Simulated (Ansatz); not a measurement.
**C2H4ClNSi: one species, many methods**

The task here is to estimate one member of a computed series from the others.

Method: functionals in def2-TZVPP, the program's frozen cores in correlated methods; program: Ansatz 0.2.0, Gaussian basis.

Levels to be run: PBE-D4, r2SCAN-D4, PBE0-D4, B3LYP-D4, ωB97X-V, ωB97M-V, B2PLYP; CCSD(T)/def2-TZVPP; MP2/def2-QZVPP; extrapolation to the limit.

## The relaxed structure

An earlier PBE0-D4 in a triple-zeta def2 set relaxation fixed the geometry.

SMILES `N=C1[SiH2]C1Cl`, 9 atoms, charge 0, spin multiplicity 1.

Atoms are counted from 1 here; the program's logs count them from 0.

Bond lengths: N1–C2 1.255 Å, N1–H6 1.027 Å, C2–Si3 1.848 Å, C2–C4 1.493 Å, Si3–C4 1.895 Å, Si3–H7 1.477 Å, Si3–H8 1.480 Å, C4–Cl5 1.755 Å, C4–H9 1.092 Å. Angles: C2–N1–H6 110.6°, N1–C2–Si3 147.1°, N1–C2–C4 138.9°, Si3–C2–C4 68.2°, C2–Si3–C4 47.0°, C2–Si3–H7 116.0°, C2–Si3–H8 125.2°, C4–Si3–H7 120.3°, C4–Si3–H8 116.3°, H7–Si3–H8 115.1°, C2–C4–Si3 64.8°, C2–C4–Cl5 120.7°, C2–C4–H9 112.0°, Si3–C4–Cl5 132.0°, Si3–C4–H9 108.7°, Cl5–C4–H9 110.9°.

The first run:

The input, in.yaml:

```yaml
crystal:
  periodic: [false, false, false]
  atoms:
    - {symbol: N, position_ang: [-0.422420, 0.593294, -1.865429]}
    - {symbol: C, position_ang: [-0.259178, 0.022320, -0.759257]}
    - {symbol: Si, position_ang: [0.800828, -1.083084, 0.274417]}
    - {symbol: C, position_ang: [-0.391813, 0.328695, 0.695504]}
    - {symbol: Cl, position_ang: [-0.121778, 1.955573, 1.295563]}
    - {symbol: H, position_ang: [-0.886976, 1.499998, -1.738225]}
    - {symbol: H, position_ang: [2.255483, -0.834861, 0.205711]}
    - {symbol: H, position_ang: [0.416047, -2.429984, 0.751651]}
    - {symbol: H, position_ang: [-1.301692, -0.098149, 1.122865]}
basis:
  gaussian: {orbitals: def2-TZVPP}
hamiltonian: {xc: pbe, dispersion: d4}
output: {forces: true, orbitals: {seedname: orbitals}}
```

Started as:

```sh
$ ansatz run in.yaml --threads 4 --pin off --events-out ev --progress --plain --max-ram 10444MiB
```

Steps of the session up to this table: PBE-D4 (GGA); r2SCAN-D4 (meta-GGA); PBE0-D4 (hybrid); B3LYP-D4 (hybrid); ωB97X-V (range-separated); ωB97M-V (range-separated); B2PLYP (double hybrid); CCSD(T) in def2-TZVPP; MP2 in def2-QZVPP.

One table of the session follows, with a row left open; its other results are not shown here.

```
            method  atomisation energy (eV)
            PBE-D4                   34.230
         r2SCAN-D4                   33.074
           PBE0-D4                   33.258
          B3LYP-D4                   32.938
           ωB97X-V                   33.098
           ωB97M-V                   33.086
            B2PLYP                   32.477
     HF/def2-TZVPP                   21.979
    MP2/def2-TZVPP                   32.513
   CCSD/def2-TZVPP                   30.952
CCSD(T)/def2-TZVPP                   31.716
           MP2/CBS                        ?
       CCSD(T)/CBS                   32.804
```

**Question.** Estimate the row for MP2/CBS.

The run gave: atomisation energy (eV): 33.600. In the column «atomisation energy (eV)» it lies between PBE0-D4 (33.258) and PBE-D4 (34.230).
